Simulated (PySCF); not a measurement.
# SiMe2(pyrrolidide)2: geometry, NMR shifts and electronic excitations

Wanted: the NMR shifts and electronic excitations of SiMe2(pyrrolidide)2 (`C[Si](C)(N1CCCC1)N1CCCC1`), by calculation.

Computed with PySCF 2.14.0, with density-fitted response routines of our own, on a single molecule in the gas phase. Atoms count from 0, in the outputs and in this text.

## Step 1: The molecule as given

35 atoms, charge 0, multiplicity 1; geometry from: GFN2-xTB. The atoms were then displaced at random by about 0.03 Å, so the start is not that level's minimum.

Bonds of the start (Å): Si0–C1 1.88, Si0–C5 1.85, Si0–N9 1.80, Si0–N22 1.69, C1–H2 1.05, C1–H3 0.97, C1–H4 1.07, C5–H6 1.13, C5–H7 1.11, C5–H8 1.02, N9–C10 1.46, N9–C13 1.46, C10–C11 1.53, C10–H14 1.07, C10–H15 1.05, C11–C12 1.53, C11–H16 1.09, C11–H17 1.14, C12–C13 1.58, C12–H18 1.05, C12–H19 1.06, C13–H20 1.14, C13–H21 1.12, N22–C23 1.49, N22–C26 1.38, C23–C24 1.49, C23–H27 1.14, C23–H28 1.14, C24–C25 1.56, C24–H29 1.16 and more.

## Step 2: Geometry optimisation at PBE0-D3(BJ)/def2-SVP

What the job is given:

```
{"job": {"xc": "PBE0", "basis": "def2-SVP", "d3": "d3bj", "grid": 1, "maxiter": 40, "shake": 0.03, "kind": "geom"}, "charge": 0, "multiplicity": 1}
Si     0.945030    -0.064700     0.681060
C      0.887470    -0.045590     2.563350
H      1.471350    -0.845770     2.905880
H      0.009880    -0.173070     2.966320
H      1.287170     0.874040     2.944840
C      2.658490     0.033760    -0.016640
H      3.261830    -0.828910     0.382220
H      3.252610     0.939980     0.242350
H      2.675650    -0.042630    -1.034450
N      0.130380     1.456650     0.154640
C     -1.142260     1.958070     0.675600
C     -1.264300     3.337810     0.016080
C     -0.779110     3.120790    -1.419070
C      0.445030     2.186610    -1.067860
H     -1.088600     1.985810     1.739150
H     -1.954950     1.353450     0.392860
H     -0.680260     4.111060     0.521410
H     -2.346400     3.682510    -0.013920
H     -1.426650     2.541270    -2.005560
H     -0.471750     4.027100    -1.882570
H      0.649990     1.493670    -1.943660
H      1.423950     2.712490    -0.943650
N     -0.000310    -1.328520     0.071210
C     -0.014290    -2.661780     0.743830
C     -1.017960    -3.501090     0.025240
C     -0.929290    -2.902760    -1.410280
C     -0.625540    -1.509520    -1.140040
H     -0.182670    -2.559620     1.863780
H      0.992000    -3.174380     0.618830
H     -2.079530    -3.167060     0.348950
H     -0.940740    -4.551020     0.102290
H     -0.021150    -3.462570    -1.931030
H     -1.775120    -3.076130    -2.009430
H      0.057420    -1.064040    -1.950750
H     -1.552490    -0.852710    -1.241720
```

Run with:

```console
> OMP_NUM_THREADS=2 python probes_run.py task.json out
```

One launch serves the whole session: the jobs run in the order shown.

**Question.** This job is followed by: GIAO PBE0/pcSseg-1 NMR shielding, non-relativistic, gas phase; TDDFT PBE0/def2-SVPD, vertical, gas phase, core orbitals frozen in the response; GIAO wB97X-D/pcSseg-1 NMR shielding, non-relativistic, gas phase. What will the session give for the following? point group; rotational constants (main isotopes); 13C shifts against TMS (PBE0/pcSseg-1, means over atoms taken as alike); 1H shifts against TMS (PBE0/pcSseg-1, means over atoms taken as alike); 29Si shifts against TMS (PBE0/pcSseg-1); 15N shifts against NH3 (PBE0/pcSseg-1, means over atoms taken as alike); surface potential, 1st and 99th percentile; lowest singlet (PBE0/def2-SVPD); brightest single state of those computed; lowest triplet; range of the shift of N9.

The runs gave:

```
                                                               quantity                        value
                                                            point group                           C1
                                   rotational constants (main isotopes)         0.99, 0.48, 0.42 GHz
13C shifts against TMS (PBE0/pcSseg-1, means over atoms taken as alike)         48.7, 30.2, -3.1 ppm
 1H shifts against TMS (PBE0/pcSseg-1, means over atoms taken as alike)         2.92, 1.63, 0.11 ppm
                                29Si shifts against TMS (PBE0/pcSseg-1)                     -9.9 ppm
15N shifts against NH3 (PBE0/pcSseg-1, means over atoms taken as alike)                     45.5 ppm
                                  surface potential, 1st and 99th percentile           -0.62 V and 0.50 V
                                        lowest singlet (PBE0/def2-SVPD)  5.12 eV (242 nm), f = 0.009
                               brightest single state of those computed  state 8, 6.09 eV, f = 0.014
                                                         lowest triplet                      5.06 eV
                                               range of the shift of N9             40.3 to 45.5 ppm
```

The start was shaken at random, so part of the energy gained undoes that. The optimisation took 15 steps and gained 1.976 eV; among the close pairs (by a distance rule), C1–H3 changed most, from 0.974 to 1.101 Å. No frequency check was run at this level, so the end point may be a saddle. At PBE0/pcSseg-1: Shielding is most anisotropic at N9, N22 (span 137 ppm, paramagnetic term -113 ppm). The lowest singlet, at 5.12 eV, is HOMO→LUMO 0.96 and is weak; of the 10 states computed, the strongest absorption comes from state 8 at 6.09 eV. The lowest triplet lies 0.07 eV below the lowest singlet (triplets in Tamm-Dancoff, singlets in full TDDFT). States above −ε(HOMO) lie where TDDFT describes them poorly and they hang on the basis; the brightest is among them. Across the 2 runs the shift of N9 (with its like atoms) moves most, between 40.3 (wB97X-D/pcSseg-1) and 45.5 ppm (PBE0/pcSseg-1). Part of that comes from the computed reference.
